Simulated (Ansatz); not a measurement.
**CH₈B₂N₂: a ladder of functionals and wavefunction methods**

How much do the methods differ for CH₈B₂N₂? The plan is to run it at one geometry with functionals of several rungs and with coupled cluster, and see how far each lands from CCSD(T) at the basis-set limit for the atomisation energy.

Program: Ansatz 0.2.0, Gaussian basis. Level of theory: functionals in def2-TZVPP, the program's frozen cores in correlated methods. These are calculated values, not measurements.

The runs, in order: PBE-D4, r2SCAN-D4, PBE0-D4, B3LYP-D4, ωB97X-V, ωB97M-V, B2PLYP; CCSD(T)/def2-TZVPP; MP2/def2-QZVPP; extrapolation to the limit.

## Step 1: The geometry

The geometry comes from an earlier relaxation with PBE0-D4 in a triple-zeta def2 set; it is a stationary point, not always the lowest conformer.

13 atoms, charge 0, spin multiplicity 1.

Atoms are counted from 1 here; the program's logs count them from 0.

Bond lengths: B1–N2 1.397 Å, B1–H6 1.198 Å, B1–H7 1.200 Å, N2–B3 1.461 Å, N2–H8 1.010 Å, B3–C4 1.575 Å, B3–N5 1.398 Å, C4–H9 1.095 Å, C4–H10 1.092 Å, C4–H11 1.095 Å, N5–H12 1.003 Å, N5–H13 1.005 Å. Angles: N2–B1–H6 120.0°, N2–B1–H7 119.9°, H6–B1–H7 120.1°, B1–N2–B3 129.3°, B1–N2–H8 116.2°, B3–N2–H8 114.5°, N2–B3–C4 118.8°, N2–B3–N5 119.8°, C4–B3–N5 121.4°, B3–C4–H9 110.8°, B3–C4–H10 113.6°, B3–C4–H11 110.7°, H9–C4–H10 107.5°, H9–C4–H11 106.2°, H10–C4–H11 107.5°, B3–N5–H12 122.3°, B3–N5–H13 123.2°, H12–N5–H13 114.5°.

As a file:

```tsv
atom	x (Å)	y (Å)	z (Å)
B1	-1.99249	-0.08441	0.92695
N2	-0.99138	-0.44044	0.02045
B3	0.37069	0.07292	-0.10254
C4	1.30146	-0.50856	-1.23269
N5	0.82324	1.06118	0.77665
H6	-3.06363	-0.61870	0.87638
H7	-1.77850	0.75739	1.75545
H8	-1.23257	-1.15325	-0.65270
H9	0.85028	-0.36634	-2.22051
H10	2.29529	-0.05688	-1.25660
H11	1.43344	-1.58888	-1.10867
H12	1.75054	1.44024	0.72479
H13	0.25393	1.45072	1.50786
```

## Step 2: PBE-D4 (GGA)

Input file in.yaml:

```yaml
crystal:
  periodic: [false, false, false]
  atoms:
    - {symbol: B, position_ang: [-1.992489, -0.084412, 0.926949]}
    - {symbol: N, position_ang: [-0.991380, -0.440440, 0.020445]}
    - {symbol: B, position_ang: [0.370693, 0.072919, -0.102539]}
    - {symbol: C, position_ang: [1.301460, -0.508564, -1.232685]}
    - {symbol: N, position_ang: [0.823244, 1.061179, 0.776645]}
    - {symbol: H, position_ang: [-3.063633, -0.618699, 0.876376]}
    - {symbol: H, position_ang: [-1.778503, 0.757388, 1.755446]}
    - {symbol: H, position_ang: [-1.232575, -1.153249, -0.652702]}
    - {symbol: H, position_ang: [0.850282, -0.366335, -2.220513]}
    - {symbol: H, position_ang: [2.295286, -0.056875, -1.256605]}
    - {symbol: H, position_ang: [1.433443, -1.588877, -1.108669]}
    - {symbol: H, position_ang: [1.750542, 1.440245, 0.724795]}
    - {symbol: H, position_ang: [0.253929, 1.450722, 1.507861]}
basis:
  gaussian: {orbitals: def2-TZVPP}
hamiltonian: {xc: pbe, dispersion: d4}
output: {forces: true, orbitals: {seedname: orbitals}}
```

On the command line:

```bash
> ansatz run in.yaml --threads 4 --pin off --events-out ev --progress --plain --max-ram 10444MiB
```

Further steps of the session: r2SCAN-D4 (meta-GGA); PBE0-D4 (hybrid); B3LYP-D4 (hybrid); ωB97X-V (range-separated); ωB97M-V (range-separated); B2PLYP (double hybrid); CCSD(T) in def2-TZVPP; MP2 in def2-QZVPP.

Before running them: what should the planned runs give, taken together? Wanted: atomisation energy, CCSD(T)/CBS; farthest; mean size of error, hybrid; mean size of error, range-separated; gap, smallest and largest; T1 diagnostic; triples share of the correlation energy.

The runs gave:

| quantity | value |
| --- | --- |
| atomisation energy, CCSD(T)/CBS | 5058.6 kJ/mol |
| functionals within 25.3 kJ/mol (0.5 %) | B2PLYP |
| farthest | PBE-D4 (+121.2 kJ/mol) |
| mean size of error, hybrid | 53.5 kJ/mol |
| mean size of error, range-separated | 45.0 kJ/mol |
| gap, smallest and largest | 5.06 eV (PBE-D4), 11.91 eV (ωB97X-V) |
| T1 diagnostic | 0.0120 |
| triples share of the correlation energy | 3.7 % |

**Reading.** PBE-D4 is off by +121.2 kJ/mol. Double hybrids carry the basis error of their MP2 part in triple zeta, and no dispersion term here, so their miss is partly the set-up's. The reference freezes the cores and leaves out relativity and excitations past (T), so misses under about 25.3 kJ/mol can't be ranked. Hartree-Fock recovers 75 % of the binding; the rest is correlation. Orbital gaps span 5.1 to 11.9 eV; exact exchange widens them.
